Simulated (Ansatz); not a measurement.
I need a single point of SnSe, space group P4/nmm. Use Ansatz 0.2.0 through its Python package. Use: r2SCAN, PAW, cutoff 600 eV, 4×4×2 k-points, fixed occupations.

```
Sn Se
1.0
     4.28533    0.00000    0.00000
     0.00000    4.28533    0.00000
     0.00000    0.00000   10.99069
Sn Se
2 2
Direct
  0.50000 0.00000 0.37223
  0.00000 0.50000 0.62777
  0.50000 0.00000 0.61604
  0.00000 0.50000 0.38396
```

`snse.py`
```python
# -*- coding: utf-8 -*-
import ansatz as az

xtal = (
    az.Lattice.of([4.28533, 0.0, 0.0], [0.0, 4.28533, 0.0], [0.0, 0.0, 10.99069])
    .atom("Sn", [0.5, 0.0, 0.37223])
    .atom("Sn", [0.0, 0.5, 0.62777])
    .atom("Se", [0.5, 0.0, 0.61604])
    .atom("Se", [0.0, 0.5, 0.38396])
)

calculation = (
    xtal.calculation()
    .functional(az.Functional.R2SCAN)
    .basis(600)
    .kpoints(4, 4, 2)
    .occupations("fixed")
    .compute(band_table=True, electric_field_gradient=True)
)
session = calculation.session()
planned = session.plan(threads=1)
result = planned.execute()
data = result.report

print("%-22s %14.5f eV" % ("F = E - TS", data["free_energy_ev"]))
print("%-22s %14.5f eV" % ("E", data["internal_energy_ev"]))
print("%-22s %14.5f eV" % ("Harris-Foulkes", data["harris_foulkes_ev"]))
print("%-22s %14.5f eV" % ("Fermi level", data["fermi_energy_ev"]))

print("band  energy (eV)  occupation, at k =", data["kpoints_frac"][0])
for band, (e, occ) in enumerate(zip(data["eigenvalues_ev"][0], data["occupations"][0]), start=1):
    print(f"{band:4d} {e:12.4f} {occ:9.4f}")

print(calculation.to_yaml())

for row in data["efg"]:
    print({k: round(v, 4) if isinstance(v, float) else v for k, v in row.items() if not isinstance(v, (list, dict))})
```

Running `python snse.py` prints:
```text
DeckWarning: Sn: output.efg is read without spin–orbit coupling, which moves field gradients at and beside such atoms by some per cent and up to a factor of two; PAW files take it under magnetization.noncollinear and magnetization.spin_orbit
F = E - TS               -23035.03085 eV
E                        -23035.03085 eV
Harris-Foulkes           -23035.03085 eV
Fermi level                   2.20217 eV
band  energy (eV)  occupation, at k = [0.0, 0.0, 0.0]
   1     -45.5454    2.0000
   2     -45.5452    2.0000
   3     -45.5422    2.0000
   4     -45.5421    2.0000
   5     -45.5411    2.0000
   6     -45.5410    2.0000
   7     -45.5376    2.0000
   8     -45.5376    2.0000
   9     -45.5374    2.0000
  10     -45.5374    2.0000
  11     -19.4999    2.0000
  12     -19.4946    2.0000
  13     -19.4899    2.0000
  14     -19.4829    2.0000
  15     -19.4702    2.0000
  16     -19.4385    2.0000
  17     -19.4383    2.0000
  18     -19.4383    2.0000
  19     -19.4243    2.0000
  20     -19.4243    2.0000
  21     -11.5192    2.0000
  22     -10.2825    2.0000
  23      -3.9758    2.0000
  24      -2.5709    2.0000
  25      -1.1782    2.0000
  26      -0.8336    2.0000
  27      -0.8336    2.0000
  28       0.5203    2.0000
  29       0.5203    2.0000
  30       2.0297    2.0000
  31       4.2578    0.0000
  32       6.5260    0.0000
  33       6.5722    0.0000
  34       7.1168    0.0000
  35       7.1168    0.0000
crystal:
  lattice:
    - [4.28533, 0.0, 0.0]
    - [0.0, 4.28533, 0.0]
    - [0.0, 0.0, 10.99069]
  atoms:
    - { symbol: Sn, position: [0.5, 0.0, 0.37223] }
    - { symbol: Sn, position: [0.0, 0.5, 0.62777] }
    - { symbol: Se, position: [0.5, 0.0, 0.61604] }
    - { symbol: Se, position: [0.0, 0.5, 0.38396] }
basis:
  ecutwfc: 600.0
kpoints:
  mp_grid:
    grid: [4, 4, 2]
hamiltonian:
  xc: r2scan
scf:
  occupations:
    method: fixed
output:
  efg: {}
  eigenvalues: true

{'site': 1, 'element': 'Sn', 'v_zz_1e21_v_m2': -14.8529, 'eta': 0.0, 'by_run_symmetry': 'allowed', 'electrostatic_potential_v': -8164.7942}
{'site': 2, 'element': 'Sn', 'v_zz_1e21_v_m2': -14.8529, 'eta': 0.0, 'by_run_symmetry': 'allowed', 'electrostatic_potential_v': -8164.7942}
{'site': 3, 'element': 'Se', 'v_zz_1e21_v_m2': -1.6502, 'eta': 0.0, 'by_run_symmetry': 'allowed', 'electrostatic_potential_v': -4705.1707}
{'site': 4, 'element': 'Se', 'v_zz_1e21_v_m2': -1.6502, 'eta': 0.0, 'by_run_symmetry': 'allowed', 'electrostatic_potential_v': -4705.1707}
```
(Warnings from the package without file and line.)

Absolute energies stand on the zero of these potentials, so only differences at equal settings mean something. A total without «per atom» is that of the cell as typed. The cell holds layers, chains or clusters in vacuum, no bulk phase. The computed bands are complete only to about 3.6 eV above the Fermi level. With fixed filling the reported Fermi level is the top filled level among the k-points of the SCF. Only differences from the Fermi energy are physical; the zero of the scale is a convention. Points of the mesh across the vacuum add cost only. The structure comes from a database of computed cells and needn't be a stable or known phase. Gaps and levels are Kohn-Sham values on a finite set of k-points, without spin-orbit coupling. Cost: roughly 8 core-seconds.

(A comment or docstring line of the script was reworded after the run, the code is as it ran; lines on the test bed's own set-up are left out of the output.)
